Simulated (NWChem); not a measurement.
# One shape, several levels: C2H4BrCl (1-bromo-1-chloroethane)

Wanted: a comparison of 4 runs (B3LYP/cc-pVDZ, BHLYP/cc-pVDZ, CAM-B3LYP/cc-pVDZ, M06-2X/cc-pVDZ) of C2H4BrCl (1-bromo-1-chloroethane). 

The calculation is run with NWChem 7.3.0.

## 1. Starting point

C2H4BrCl: 8 atoms, total charge 0, spin state singlet. SMILES: `CC(Cl)Br`. Geometry: relaxed at PBE0-D4/def2-TZVP.

Bond lengths: C1–C2 1.503 Å, C2–Cl3 1.770 Å, C2–Br4 1.948 Å, C1–H5 1.090 Å, C1–H6 1.091 Å, C1–H7 1.092 Å, C2–H8 1.086 Å. Some angles: C1–C2–Cl3 111.2°, C1–C2–Br4 110.6°, Cl3–C2–Br4 110.6°, C1–C2–H8 112.9°, Cl3–C2–H8 106.6°, Br4–C2–H8 104.7°, C2–C1–H5 110.7°, C2–C1–H6 109.8°, C2–C1–H7 109.4°, H5–C1–H6 109.0°.

## 2. Energy and gradient at B3LYP/cc-pVDZ (run 1)

mymol.nw reads:

```
start mymol
title "C2H4BrCl B3LYP"
memory total 2200 mb
charge 0

geometry units angstrom noautosym nocenter noautoz
 C      0.165300     0.812500     0.022800
 C     -0.091600    -0.665200     0.116100
 Cl     1.308100    -1.595600    -0.439400
 Br    -1.682700    -1.150500    -0.897800
 H      0.352400     1.105700    -1.010200
 H     -0.699500     1.363100     0.396600
 H      1.039500     1.067300     0.626000
 H     -0.299600    -0.994300     1.130100
end

basis spherical bse
 * library cc-pVDZ
end

dft
 xc b3lyp
 grid fine
 convergence energy 1e-08
 iterations 100
 mulliken
 print low
end

task dft gradient
```

Run with:

```
nwchem mymol.nw > mymol.out
```

The log of the run:

```text
[...]
 d= 0,ls=0.0,diis     1  -3112.9069460996 -3.43D+03  1.26D-02  7.58D-01    23.2
[...]
 d= 0,ls=0.0,diis     8  -3112.9960174484 -2.54D-09  2.31D-06  6.55D-08   151.4
         Total DFT energy =    -3112.996017448398
      One electron energy =    -4956.743297116312
           Coulomb energy =     1657.362181216890
    Exchange-Corr. energy =     -131.969874108356
 Nuclear repulsion energy =      318.354972559381
[...]
      Total Density - Mulliken Population Analysis
     ---------------------------------------------
    Atom       Charge   Shell Charges
 -----------   ------   -------------------------------------------------------
    1 C    6     5.93   2.01  0.67  0.32  2.13  0.75  0.05
    2 C    6     6.19   2.01  0.69  0.56  1.99  0.83  0.11
    3 Cl  17    17.06   2.00  2.03  0.97  0.93  6.00  3.08  2.02  0.04
    4 Br  35    35.05   2.00  2.00  2.02  1.09  0.84  6.00  6.01  2.68  2.37  9.95  0.09
    5 H    1     0.95   0.74  0.18  0.03
    6 H    1     0.96   0.75  0.18  0.03
    7 H    1     0.96   0.74  0.18  0.03
    8 H    1     0.90   0.75  0.12  0.03
[...]
                         DFT ENERGY GRADIENTS
    atom               coordinates                        gradient
                 x          y          z           x          y          z
   1 C       0.312372   1.535402   0.043086   -0.000070  -0.001258  -0.000655
   2 C      -0.173099  -1.257046   0.219397    0.002433  -0.004134  -0.003333
   3 Cl      2.471951  -3.015247  -0.830346   -0.012649   0.008196   0.004005
   4 Br     -3.179842  -2.174130  -1.696596    0.010561   0.003061   0.005729
   5 H       0.665939   2.089470  -1.909001   -0.001167  -0.002109   0.006030
   6 H      -1.321863   2.575885   0.749465    0.004722  -0.003530  -0.002213
   7 H       1.964370   2.016905   1.182968   -0.005019  -0.001926  -0.003528
   8 H      -0.566162  -1.878955   2.135579    0.001188   0.001699  -0.006034
 Task  times  cpu:      256.5s     wall:      256.5s
 Total times  cpu:      256.5s     wall:      256.5s
```

Wall time 4.3 min (1 thread of Intel Xeon Platinum 8259CL at 2.50GHz (Skylake/Cascade Lake), shared host); peak memory 0.12 GiB.

## 3. Energy and forces at BHLYP/cc-pVDZ (run 2)

c2h4brcl.nw reads:

```
START c2h4brcl
TITLE "C2H4BrCl BHLYP"
memory stack 880 mb heap 220 mb global 1100 mb

GEOMETRY units angstrom noautosym nocenter noautoz
  C      0.165300     0.812500     0.022800
  C     -0.091600    -0.665200     0.116100
  Cl     1.308100    -1.595600    -0.439400
  Br    -1.682700    -1.150500    -0.897800
  H      0.352400     1.105700    -1.010200
  H     -0.699500     1.363100     0.396600
  H      1.039500     1.067300     0.626000
  H     -0.299600    -0.994300     1.130100
END

BASIS spherical bse
  * library cc-pVDZ
END

DFT
  xc bhlyp
  grid fine
  convergence energy 1e-08
  maxiter 100
  mulliken
  print medium
END

TASK dft gradient
```

Run with:

```
nwchem c2h4brcl.nw > c2h4brcl.out
```

The log of the run:

```text
[...]
          Wavefunction type:  closed shell.
          No. of atoms     :     8
          No. of electrons :    68
[...]
          Charge           :     0
          Spin multiplicity:     1
[...]
          AO basis - number of functions:    93
[...]
              XC Information
              --------------
                        BHLYP Method XC Functional
                     Hartree-Fock (Exact) Exchange  0.500
                        Slater Exchange Functional  0.500 local
                    Becke 1988 Exchange Functional  0.500 non-local
              Lee-Yang-Parr Correlation Functional  1.000
[...]
 d= 0,ls=0.0,diis     1  -3112.8131767587 -3.43D+03  9.63D-03  5.73D-01    25.5
[...]
 d= 0,ls=0.0,diis     8  -3112.8926809233 -9.07D-09  1.13D-06  1.09D-08   138.7
         Total DFT energy =    -3112.892680923308
      One electron energy =    -4956.964821621518
           Coulomb energy =     1657.617539394793
    Exchange-Corr. energy =     -131.900371255963
 Nuclear repulsion energy =      318.354972559381
[...]
      Total Density - Mulliken Population Analysis
     ---------------------------------------------
    Atom       Charge   Shell Charges
 -----------   ------   -------------------------------------------------------
    1 C    6     5.96   2.01  0.66  0.34  2.11  0.79  0.05
    2 C    6     6.20   2.01  0.69  0.58  1.95  0.86  0.11
    3 Cl  17    17.07   2.00  2.02  0.96  0.95  6.00  3.07  2.03  0.04
    4 Br  35    35.05   2.00  2.00  2.02  1.06  0.87  6.00  6.01  2.68  2.38  9.95  0.08
    5 H    1     0.94   0.74  0.17  0.03
    6 H    1     0.95   0.74  0.17  0.03
    7 H    1     0.95   0.74  0.17  0.03
    8 H    1     0.89   0.75  0.11  0.03
[...]
  wavefunction    = closed shell
                         DFT ENERGY GRADIENTS
    atom               coordinates                        gradient
                 x          y          z           x          y          z
   1 C       0.312372   1.535402   0.043086   -0.000335  -0.001659  -0.000427
   2 C      -0.173099  -1.257046   0.219397    0.003310  -0.001778  -0.002946
   3 Cl      2.471951  -3.015247  -0.830346   -0.005537   0.003545   0.001853
   4 Br     -3.179842  -2.174130  -1.696596    0.002987   0.000960   0.001655
   5 H       0.665939   2.089470  -1.909001   -0.000155  -0.000219   0.000840
   6 H      -1.321863   2.575885   0.749465    0.000475  -0.000343  -0.000308
   7 H       1.964370   2.016905   1.182968   -0.000581  -0.000214  -0.000467
   8 H      -0.566162  -1.878955   2.135579   -0.000164  -0.000292  -0.000199
[...]
```

It took 3.7 min on 1 thread of Intel Xeon Platinum 8259CL at 2.50GHz (Skylake/Cascade Lake), shared host; peak memory 0.12 GiB.

Run 3 isn't shown in full; the table further down has it.

## 4. Energy and gradient at M06-2X/cc-pVDZ (run 4)

job.nw reads:

```
start job
memory stack 880 mb heap 220 mb global 1100 mb

geometry units angstroms noautosym nocenter noautoz
  C      0.165300     0.812500     0.022800
  C     -0.091600    -0.665200     0.116100
  Cl     1.308100    -1.595600    -0.439400
  Br    -1.682700    -1.150500    -0.897800
  H      0.352400     1.105700    -1.010200
  H     -0.699500     1.363100     0.396600
  H      1.039500     1.067300     0.626000
  H     -0.299600    -0.994300     1.130100
end

basis spherical bse
  * library cc-pVDZ
end

dft
  xc m06-2x
  grid fine
  convergence energy 1e-08
  iterations 100
  mulliken
end

task dft gradient
```

Run with:

```
nwchem job.nw > job.out
```

The log of the run:

```text
[...]
          Wavefunction type:  closed shell.
          No. of atoms     :     8
          No. of electrons :    68
[...]
          Charge           :     0
          Spin multiplicity:     1
[...]
          AO basis - number of functions:    93
[...]
              XC Information
              --------------
                       M06-2X Method XC Functional
                     Hartree-Fock (Exact) Exchange  0.540
                        M06-2X Exchange Functional  1.000
                      M06-2X Correlation Potential  1.000
[...]
 d= 0,ls=0.0,diis     1  -3112.8651936874 -3.43D+03  1.02D-02  5.80D-01    24.9
[...]
 d= 0,ls=0.0,diis     8  -3112.9422911698 -6.78D-09  1.02D-06  1.03D-08   159.8
         Total DFT energy =    -3112.942291169839
      One electron energy =    -4956.874116517936
           Coulomb energy =     1657.525015711302
    Exchange-Corr. energy =     -131.948162922585
 Nuclear repulsion energy =      318.354972559381
[...]
      Total Density - Mulliken Population Analysis
     ---------------------------------------------
    Atom       Charge   Shell Charges
 -----------   ------   -------------------------------------------------------
    1 C    6     5.99   2.01  0.66  0.36  2.11  0.81  0.04
    2 C    6     6.24   2.01  0.68  0.59  1.96  0.90  0.10
    3 Cl  17    17.05   2.00  2.02  0.96  0.94  6.00  3.06  2.02  0.04
    4 Br  35    35.05   2.00  2.00  2.02  1.02  0.91  6.00  6.00  2.64  2.41  9.97  0.07
    5 H    1     0.93   0.74  0.16  0.03
    6 H    1     0.94   0.74  0.17  0.03
    7 H    1     0.93   0.74  0.17  0.03
    8 H    1     0.88   0.75  0.11  0.03
[...]
  wavefunction    = closed shell
                         DFT ENERGY GRADIENTS
    atom               coordinates                        gradient
                 x          y          z           x          y          z
   1 C       0.312372   1.535402   0.043086   -0.000030  -0.001285  -0.000514
   2 C      -0.173099  -1.257046   0.219397    0.002655  -0.000591   0.000472
   3 Cl      2.471951  -3.015247  -0.830346   -0.005587   0.003400   0.002229
   4 Br     -3.179842  -2.174130  -1.696596    0.002758   0.000660   0.001824
   5 H       0.665939   2.089470  -1.909001   -0.000818  -0.000769   0.005252
   6 H      -1.321863   2.575885   0.749465    0.003946  -0.002116  -0.001703
   7 H       1.964370   2.016905   1.182968   -0.003933  -0.000692  -0.002775
   8 H      -0.566162  -1.878955   2.135579    0.001008   0.001393  -0.004785
[...]
```

It took 4.2 min on 1 thread of Intel Xeon Platinum 8259CL at 2.50GHz (Skylake/Cascade Lake), shared host; peak memory 0.12 GiB.

## 5. The series

| run | level | energy (Eh) | largest force (eV/Å) | wall time |
| --- | --- | --- | --- | --- |
| 1 | B3LYP/cc-pVDZ | -3112.996017 | 0.802 | 4.3 min |
| 2 | BHLYP/cc-pVDZ | -3112.892681 | 0.351 | 3.7 min |
| 3 | CAM-B3LYP/cc-pVDZ | -3113.040927 | 0.462 | 6.2 min |
| 4 | M06-2X/cc-pVDZ | -3112.942291 | 0.355 | 4.2 min |

## 6. Summary of results

| quantity | value |
| --- | --- |
| run 4: total energy | -3112.94229 Eh |
| run 4: dipole moment | 2.08 D |
| run 4: HOMO energy | -9.27 eV |
| run 4: LUMO energy | 0.57 eV |
| run 4: HOMO–LUMO gap | 9.84 eV |
| run 4: largest force on an atom | 0.355 eV/Å |

Over runs 2, 3, 4 the dipole moment (its size) runs from 1.99 D (CAM-B3LYP/cc-pVDZ) to 2.08 D (M06-2X/cc-pVDZ). Over runs 2, 3, 4 the HOMO–LUMO gap runs from 9.84 eV (M06-2X/cc-pVDZ) to 10.21 eV (CAM-B3LYP/cc-pVDZ). Totals of different functionals can't be ranked against each other. All runs together took 18 min, the longest 6.2 min.
